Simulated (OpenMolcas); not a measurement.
# singlet [GaNH3]+ at 6 levels

We compute a comparison of 6 runs (HF/3-21G, B3LYP/6-31G*, M06-L/def2-TZVP, TPSS/def2-TZVP, revPBE/def2-TZVP, CCSD(T)/def2-TZVP) of singlet [GaNH3]+. 

Program for the calculation: OpenMolcas 26.06.

1 further run of the same task is left out (set aside as unsound or not needed).

### Step 1. Starting point

[GaNH3]+ has 5 atoms, charge +1, and is taken as a singlet. SMILES of the parent species: `[NH2][GaH]`. The coordinates come from a PBE0-D4/def2-TZVP relaxation. This is one conformer, not always the lowest. That shape belongs to the parent species and isn't relaxed for this state.

Bond lengths: N1–Ga2 1.825 Å, N1–H3 1.008 Å, N1–H4 1.006 Å, Ga2–H5 1.594 Å. Angles: N1–Ga2–H5 116.9°, Ga2–N1–H3 123.8°, Ga2–N1–H4 124.3°, H3–N1–H4 111.9°.

### Step 2. The energy at HF/3-21G (run 1)

mol.input reads:

```
* GaH3N Hartree-Fock

&GATEWAY
  BASLIB=$CurrDir
  COORD
  5
  angstrom
  N       -0.211900      -0.684000       0.064700
  Ga       0.815500       0.782900       0.417000
  H       -0.946800      -0.701300      -0.625100
  H       -0.115200      -1.569300       0.532000
  H        0.508200       2.097900      -0.430100
  BASIS=3-21G
  GROUP=NoSym

&SEWARD

&SCF
  CHARGE=1
  THRESHOLDS=1e-10 1e-07 1e-07 1e-05
  PRORBITALS=1 2
```

The basis set 3-21G is read from a file made from the Basis Set Exchange's data (not shown).

On the command line:

```sh
$ export MOLCAS_MEM=1860
$ pymolcas mol.input > mol.log
```

Log:

```text
--- Start Module: gateway ---
[...]
--- Stop Module: gateway /rc=_RC_ALL_IS_WELL_ ---
--- Start Module: seward ---
[...]
      Basis functions           37
--- Stop Module: seward /rc=_RC_ALL_IS_WELL_ ---
--- Start Module: scf ---
[...]
       Convergence after  16 Iterations
[...]
::    Total SCF energy                              -1969.4409716648
[...]
      Total spin, S                                     0.0000000000
[...]
      Total electronic charge=   40.000000
      Total            charge=    1.000000
[...]
      Dipole Moment (debye):
      Origin of the operator (angstrom)=    0.6129    0.5144    0.3388
                   X=  1.5152E+00               Y= -3.7006E-02               Z=  1.4510E+00           Total=  2.0983E+00
      Center of Charge (angstrom)
[...]
--- Stop Module: scf /rc=_RC_ALL_IS_WELL_ ---
[...]
```

Wall time 2.4 s (1 thread of Intel Xeon Platinum 8259CL at 2.50GHz (Skylake/Cascade Lake), shared host); peak memory 0.37 GiB.

### Step 3. A single-point energy at B3LYP/6-31G(d) (Cartesian functions) (run 2)

job.inp reads:

```
* GaH3N Kohn-Sham DFT
>>> EXPORT MOLCAS_PRINT=2
&GATEWAY
BasLib=$CurrDir
Coord
5
bohr
N     -0.40043297    -1.29257267     0.12226528
Ga     1.54107165     1.47946658     0.78801579
H     -1.78919269    -1.32526493    -1.18126780
H     -0.21769645    -2.96554721     1.00533430
H      0.96035882     3.96445644    -0.81277121
Basis=6-31Gs
Group=NoSym
&SEWARD
GridInput
Grid=UltraFine
End of Grid
&SCF
Charge=1
KSDFT=B3LYP
Thresholds=1e-10 1e-07 1e-07 1e-05
PrOrbitals=1
```

The basis set 6-31G* is read from a file made from the Basis Set Exchange's data (not shown).

On the command line:

```sh
$ export MOLCAS_MEM=1860
$ pymolcas job.inp > job.log
```

Log:

```text
--- Start Module: gateway ---
[...]
--- Stop Module: gateway /rc=_RC_ALL_IS_WELL_ ---
--- Start Module: seward ---
[...]
      Basis functions           56
--- Stop Module: seward /rc=_RC_ALL_IS_WELL_ ---
[...]
--- Start Module: scf ---
[...]
       Convergence after  17 Iterations
[...]
::    Total KS-DFT energy                           -1980.8565032491
[...]
      Total spin, S                                     0.0000000000
[...]
      Total electronic charge=   40.000000
      Total            charge=    1.000000
[...]
      Dipole Moment (debye):
      Origin of the operator (angstrom)=    0.6129    0.5144    0.3388
                   X=  5.4237E-01               Y= -2.0502E-01               Z=  6.0147E-01           Total=  8.3545E-01
      Center of Charge (angstrom)
[...]
--- Stop Module: scf /rc=_RC_ALL_IS_WELL_ ---
[...]
```

Run time: 17 s. Hardware: 1 thread of Intel Xeon Platinum 8259CL at 2.50GHz (Skylake/Cascade Lake), shared host; peak memory 0.39 GiB.

Runs 3 to 5 aren't shown in full; the table further down has their settings and results.

### Step 4. A single-point energy at CCSD(T)/def2-TZVP (Cholesky decomposition) (run 6)

geom.xyz reads:

```xyz
5

N     -0.211900    -0.684000     0.064700
Ga     0.815500     0.782900     0.417000
H     -0.946800    -0.701300    -0.625100
H     -0.115200    -1.569300     0.532000
H      0.508200     2.097900    -0.430100
```

mol.inp reads:

```
>>> EXPORT MOLCAS_PRINT=2
&GATEWAY
BASLIB=$CurrDir
COORD=geom.xyz
BASIS=def2-TZVP
GROUP=NoSym
&SEWARD
HIGH
&SCF
CHARGE=1
THRESHOLDS=1e-10 1e-07 1e-07 1e-05
PRORBITALS=1
&CHCC
FROZEN=10
THRESHOLD=1e-08
MAXITERATIONS=80
&CHT3
FROZEN=10
```

The basis set def2-TZVP is read from a file made from the Basis Set Exchange's data (not shown).

On the command line:

```sh
$ export MOLCAS_MEM=1860
$ pymolcas mol.inp > mol.log
```

Log:

```text
--- Start Module: gateway ---
[...]
--- Stop Module: gateway /rc=_RC_ALL_IS_WELL_ ---
[...]
      Basis functions           97
[...]
       Convergence after  17 Iterations
[...]
::    Total SCF energy                              -1979.1698411740
[...]
      Total spin, S                                     0.0000000000
[...]
      Total electronic charge=   40.000000
      Total            charge=    1.000000
[...]
      Dipole Moment (debye):
      Origin of the operator (angstrom)=    0.6129    0.5144    0.3388
                   X=  1.4583E+00               Y=  2.0677E-01               Z=  1.2939E+00           Total=  1.9605E+00
      Center of Charge (angstrom)
[...]
--- Start Module: chcc ---
[...]
--- Stop Module: chcc /rc=_RC_ALL_IS_WELL_ ---
[...]
--- Start Module: cht3 ---
[...]
--- Stop Module: cht3 /rc=_RC_ALL_IS_WELL_ ---
[...]
```

Wall time 5.8 min (1 thread of Intel Xeon Platinum 8259CL at 2.50GHz (Skylake/Cascade Lake), shared host); peak memory 0.13 GiB.

### Step 5. The series

```tsv
run	level	Cartesian functions	integration grid	energy (Eh)	HOMO energy (eV)	LUMO energy (eV)	HOMO–LUMO gap (eV)	wall time
1	HF/3-21G	no	–	-1969.440972	-16.29	-6.88	9.41	2.4 s
2	B3LYP/6-31G* (Cartesian functions)	yes	UltraFine	-1980.856503	-13.18	-10.65	2.53	17 s
3	M06-L/def2-TZVP	no	UltraFine	-1981.051509	-12.29	-10.91	1.38	52 s
4	TPSS/def2-TZVP	no	UltraFine	-1981.113379	-12.24	-10.97	1.26	59 s
5	revPBE/def2-TZVP	no	UltraFine	-1980.960758	-12.14	-11.03	1.11	40 s
6	CCSD(T)/def2-TZVP (Cholesky decomposition)	no	–	-1979.608996	-16.59	-7.05	9.54	5.8 min
```

### Step 6. What came out

```
                                           quantity           value
                                run 6: total energy  -1979.60900 Eh
         run 6: HOMO energy (Hartree–Fock orbitals)       -16.59 eV
         run 6: LUMO energy (Hartree–Fock orbitals)        -7.05 eV
       run 6: HOMO–LUMO gap (Hartree–Fock orbitals)         9.54 eV
run 6: correlation energy (10 core orbitals frozen)      -439.2 mEh
                              run 6: (T) correction      -17.06 mEh
```

**Reading.** Over runs 1, 2, 3, 4, 5 the HOMO–LUMO gap runs from 1.11 eV (revPBE/def2-TZVP) to 9.41 eV (HF/3-21G). The two ends differ in method and basis. Totals of different functionals can't be ranked against each other. All runs together took 8.7 min, the longest 5.8 min.
